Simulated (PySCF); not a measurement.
**[La(NH3)]3+: forces at shaken geometries**

How stiff is [La(NH3)]3+? Its atoms are displaced at random by several amounts. The species was built from a template and needn't be a known compound.

Program: PySCF 2.14.0. Level of theory: PBE0, La lcecp-1-SVP with ECP46, N def2-SVP, H def2-SVP; scalar-relativistic core potentials, no spin–orbit coupling. These are calculated values, not measurements.

2 further runs of the same task are left out: 2 for a known fault of the program.

### 1 Starting geometry

5 atoms, charge 3, spin multiplicity 1.

Bond lengths: La1–N2 2.478 Å, N2–H3 1.044 Å, N2–H4 1.044 Å, N2–H5 1.044 Å. Angles: La1–N2–H3 115.9°, La1–N2–H4 115.9°, La1–N2–H5 115.9°, H3–N2–H4 102.3°, H3–N2–H5 102.3°, H4–N2–H5 102.3°.

As a file:

```
La    0.0000    0.0000   -0.2150
N     0.0000    0.0000    2.2628
H     0.9394    0.0000    2.7191
H    -0.4697    0.8135    2.7191
H    -0.4697   -0.8135    2.7191
```

Formal oxidation states: La +3. The 4f shell is empty and lies in the core potential. An earlier session relaxed this geometry at PBE0, La lcecp-1-SVP with ECP46, N def2-SVP, H def2-SVP (singlet, point group C3v).

Its energy there is -86.778079 Eh.

### 2 Atoms moved at random, σ = 0.06 Å

Contents of run.py (the lines that set the calculation):

```python
mol = gto.M(atom='''
La     0.03712     0.00077    -0.32626
N     -0.01306     0.01533     2.33897
H      0.84783    -0.00745     2.68444
H     -0.55332     0.86606     2.75035
H     -0.31857    -0.87471     2.75751''',
    basis={'La': 'lcecp-1-SVP', 'N': 'def2-SVP', 'H': 'def2-SVP'},
    ecp={'La': 'lcecp-1-SVP'},
    charge=3, spin=0)
mf = dft.RKS(mol, xc='PBE0')
mf.grids.atom_grid = (50, 194)  # f atoms: unpruned, at least (60, 302)
mf = mf.density_fit()  # fitting sets: La AutoAux, N def2-universal-JKFIT, H def2-universal-JKFIT
mf.conv_tol = 1e-08; mf.max_cycle = 55
mf.kernel(dm0)  # dm0: the density of the relaxed state
```

Launch:

```console
$ OMP_NUM_THREADS=2 python run.py
```

### 3 Atoms moved at random, σ = 0.06 Å

Contents of run.py (the lines that set the calculation):

```python
mol = gto.M(atom='''
La    -0.01705    -0.05446    -0.22015
N      0.05489     0.03196     2.24156
H      0.91857     0.00844     2.70616
H     -0.45527     0.82452     2.79854
H     -0.50114    -0.81046     2.67890''',
    basis={'La': 'lcecp-1-SVP', 'N': 'def2-SVP', 'H': 'def2-SVP'},
    ecp={'La': 'lcecp-1-SVP'},
    charge=3, spin=0)
mf = dft.RKS(mol, xc='PBE0')
mf.grids.atom_grid = (50, 194)  # f atoms: unpruned, at least (60, 302)
mf = mf.density_fit()  # fitting sets: La AutoAux, N def2-universal-JKFIT, H def2-universal-JKFIT
mf.conv_tol = 1e-08; mf.max_cycle = 55
mf.kernel(dm0)  # dm0: the density of the relaxed state
```

### 4 Atoms moved at random, σ = 0.15 Å

Contents of run.py (the lines that set the calculation):

```python
mol = gto.M(atom='''
La     0.03636    -0.05683    -0.17714
N     -0.03339     0.26582     2.38257
H      0.80243    -0.04317     2.46743
H     -0.32749     0.56360     2.51387
H     -0.47791    -0.72942     3.01828''',
    basis={'La': 'lcecp-1-SVP', 'N': 'def2-SVP', 'H': 'def2-SVP'},
    ecp={'La': 'lcecp-1-SVP'},
    charge=3, spin=0)
mf = dft.RKS(mol, xc='PBE0')
mf.grids.atom_grid = (50, 194)  # f atoms: unpruned, at least (60, 302)
mf = mf.density_fit()  # fitting sets: La AutoAux, N def2-universal-JKFIT, H def2-universal-JKFIT
mf.conv_tol = 1e-08; mf.max_cycle = 55
mf.kernel(dm0)  # dm0: the density of the relaxed state
```

Q: Predict the outcome of this session. Wanted: for each run, σ; energy rise; harmonic estimate −½ F·u; largest force component.

**Answer**, as computed:

| σ (Å) | energy rise (eV) | harmonic estimate −½ F·u (eV) | largest force component (eV/Å) |
| --- | --- | --- | --- |
| 0.06 | 0.591 | 0.618 | 6.00 |
| 0.06 | 0.219 | 0.222 | 4.66 |
| 0.15 | 39.686 | 76.360 | 184.92 |

Every displacement raises the energy. For a harmonic well the rise equals −½ F·u; the two differ by at most 92 % here (a move with σ = 0.15 Å), from anharmonicity, the grid and the small forces left at the relaxed point. These are double-zeta-type bases without diffuse functions. Spin–orbit coupling is left out.
